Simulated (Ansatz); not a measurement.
# ScIn: the cost of one run

All numbers are computed with Ansatz 0.2.0 through its Python package. Level of theory: DFT PBEsol, plane waves, norm-conserving potentials.

### 1 Starting point

Symmetry: P4/mmm, No. 123, tetragonal system. Conventional cell: a = 3.195 Å, b = 3.195 Å, c = 4.380 Å, α = 90.00°, β = 90.00°, γ = 90.00°. Around Sc (site symmetry 4/mmm) lie 8 In at 3.15 Å and 4 Sc at 3.19 Å. In (site symmetry 4/mmm) is surrounded by 8 Sc at 3.15 Å and 4 In at 3.19 Å.

No structure file is read: the coordinates are typed or built in the script.

### 2 The code

Contents of scin_compress.py:

```python
import logging
import sys

import ansatz as az
import numpy as np

logging.basicConfig(stream=sys.stdout, format="[%(levelname)s] %(message)s")
logger = logging.getLogger("scin")
logger.setLevel(logging.INFO)

def edges_and_angles(cell):
    cell = np.asarray(cell)
    a, b, c = np.linalg.norm(cell, axis=1)
    cosines = cell[1] @ cell[2] / (b * c), cell[0] @ cell[2] / (a * c), cell[0] @ cell[1] / (a * b)
    return (a, b, c, *np.degrees(np.arccos(cosines)))

xtal = (
    az.Lattice.from_parameters(3.194944, 3.194944, 4.379735, alpha=90, beta=90, gamma=90)
    .space_group(123, hermann_mauguin="P4/mmm")
    .atom("Sc", [0.0, 0.0, 0.0])
    .atom("In", [0.5, 0.5, 0.5])
)

calculation = (
    xtal.calculation()
    .eigensolver("davidson", mixed_precision=False)
    .occupations("gaussian", width=0.05)
    .accuracy("low")
    .mixing("broyden", beta=0.3)
    .functional("pbesol")
    .scf(tolerance=1e-05, extra_bands=8)
    .kpoints(7, 7, 5, center="monkhorst-pack")
    .pseudopotentials("nc")
)

rows = []
for pressure in [0, 5, 10, 20]:
    result = calculation.relax(cell=True, pressure=pressure, force_tolerance=0.001).run()
    cell = result.lattice.cell_ang
    n_atoms = len(result.lattice.sites)
    volume = abs(np.linalg.det(cell)) / n_atoms
    enthalpy = result.report["free_energy_ev"] / n_atoms + pressure * volume / 160.21766
    rows.append((pressure, volume, enthalpy, *edges_and_angles(cell)))
    logger.info(f"{pressure} GPa done: {volume:.4f} A^3/atom")

logger.info(" P (GPa)  V (A^3/atom)  H (eV/atom)     a       b       c")
for row in rows:
    logger.info("{:8.1f} {:12.4f} {:14.5f} {:7.4f} {:7.4f} {:7.4f}".format(*row[:6]))
p, v = np.array([row[0] for row in rows], float), np.array([row[1] for row in rows])
print("mean bulk modulus between rows (GPa):", np.round(-np.diff(p) / np.diff(np.log(v)), 1))
```

### 3 The input behind the calls

The package turns the script's settings into the engine's input (first run):

```yaml
crystal:
  lattice:
    a: 3.194944
    b: 3.194944
    c: 4.379735
    alpha: 90.0
    beta: 90.0
    gamma: 90.0
  space_group: 123
  setting:
    hermann_mauguin: P4/mmm
  atoms:
    - { symbol: Sc, position: [0.0, 0.0, 0.0] }
    - { symbol: In, position: [0.5, 0.5, 0.5] }
accuracy: low
kpoints:
  mp_grid:
    grid: [7, 7, 5]
    shift: [0.0, 0.0, 0.0]
hamiltonian:
  xc: pbesol
  pseudopotentials:
    kind: nc
scf:
  n_extra_bands: 8
  convergence:
    dr2_threshold: 1.0e-05
  mixing:
    algorithm: broyden
    beta: 0.3
  occupations:
    method: gaussian
    width: 0.05
  eigensolver:
    kind: davidson
    mixed_precision: false
relax:
  f_tol: 0.001
  cell:
    p_target: 0.0
```

### 4 Launch

On the command line:

```
> python scin_compress.py
```

What time and memory should one allow on 1 thread of Arm Neoverse V1, shared host?

About 2.9 min, with a peak of 0.45 GiB.
